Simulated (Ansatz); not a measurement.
# Sr: a line through a two-coordinate scan

One line of a two-coordinate grid on Sr (P6_3/mmc, No. 194; 2 atoms in the cell): strain +e along x and -e along y is varied, at strain +e along z and -e/2 along x and y = −2.33 %.

Program: Ansatz 0.2.0. Level of theory: DFT PBEsol, scalar-relativistic, plane waves, PAW. These are calculated values, not measurements.

16 further runs of the same task are left out: 16 set aside as unsound or not needed.

### Step 1. The starting structure

Symmetry: P6_3/mmc, No. 194, hexagonal system. Conventional cell: a = 4.195 Å, b = 4.195 Å, c = 6.879 Å, α = 90.00°, β = 90.00°, γ = 120.00°. Sr (site symmetry -6m2) has 12 Sr at 4.19 to 4.21 Å as nearest neighbours.

Structure file:

```xyz
2
Lattice="4.1945 0.0000 0.0000 -2.0973 3.6326 0.0000 0.0000 0.0000 6.8785" Properties=species:S:1:pos:R:3 pbc="T T T"
Sr    0.0000    2.4217    1.7196
Sr    2.0973    1.2109    5.1589
```

This cell was relaxed beforehand with the same method: volume 52.40 Å³/atom, gap on the mesh none (metal).

### Step 2. The scan

The energy is mapped over two homogeneous strains (x along [1 0 0], y along [1 2 0], z along [0 0 1] of the conventional cell).

The axes are (1) strain +e along x and -e along y: 7 values from −11.0 %; (2) strain +e along z and -e/2 along x and y: 7 values from −7.00 %.

Nothing else is relaxed (fractional coordinates fixed). Energies count from the relaxed crystal. Points are written as (first, second).

### Step 3. Point (−7.3 %, −2.33 %)

Contents of input.yaml:

```yaml
crystal:
  lattice:
    - [3.9359435012, 0.0, 0.0]
    - [-1.9679717506, 3.9411626031, 0.0]
    - [0.0, 0.0, 6.7182569396]
  atoms:
    - { symbol: Sr, position: [0.3333333333, 0.6666666667, 0.25] }
    - { symbol: Sr, position: [0.6666666667, 0.3333333333, 0.75] }
basis:
  ecutwfc: 420
kpoints:
  mp_grid: { grid: [12, 12, 8] }
hamiltonian:
  xc: pbesol
  pseudopotentials: { kind: paw }
scf:
  occupations: { method: gaussian, width: 0.15 }
output:
  forces: true
  stress: true
  eigenvalues: true
```

On the command line:

```bash
$ ansatz run input.yaml --threads 1 --pin off --max-ram 2048MiB --backend cpu --events-out ev --progress --plain --runs-dir out
```

Further runs follow: the other points of the line.

Q: Predict the outcome of this session. Wanted: for each run, strain +e along x and -e along y; energy; slope; pressure; largest force on an atom.

As calculated:

| strain +e along x and -e along y (%) | step | energy (meV/atom) | slope (meV/atom per %) | pressure (GPa) | largest force on an atom (eV/Å) |
| --- | --- | --- | --- | --- | --- |
| −11.0 | – | 91 | −17.6 | 0.43 | 0.22 |
| −7.3 | 3 | 39 | −10.6 | 0.19 | 0.15 |
| −3.7 | 4 | 12 | −4.7 | 0.05 | 0.08 |
| 0.0 | 5 | 3.1 | 0.0 | 0.02 | 0.00 |
| 3.7 | – | 10 | 3.7 | 0.04 | 0.08 |
| 7.3 | 6 | 29 | 6.0 | 0.08 | 0.15 |
| 11.0 | 7 | 54 | 7.4 | 0.16 | 0.23 |

Energies count from the relaxed crystal. Rows without a step come from runs not printed here or follow by symmetry. Slopes come from the forces (and the stress, where the cell changes), not from differences of energies.

What this shows: The lowest point of the line is at 0.0 %, 3.1 meV/atom from the zero. Energies and slopes round the minimum, fitted together, put the minimum at 0.00 %, with a curvature of about 1.2 meV/atom per %². Divided by the reference volume, that is a stiffness of about 36 GPa for this pattern of strain, with the ions clamped. The well is lopsided: two grid steps out, the energy rises by 36 meV/atom towards smaller values and 26 meV/atom towards larger ones. The highest point computed, at −11.0 %, lies 88 meV/atom above the lowest. This is one cut through a surface in two coordinates; the map's lowest point lies off it. A rigid map gives upper bounds: relaxing the other coordinates can only lower a point.
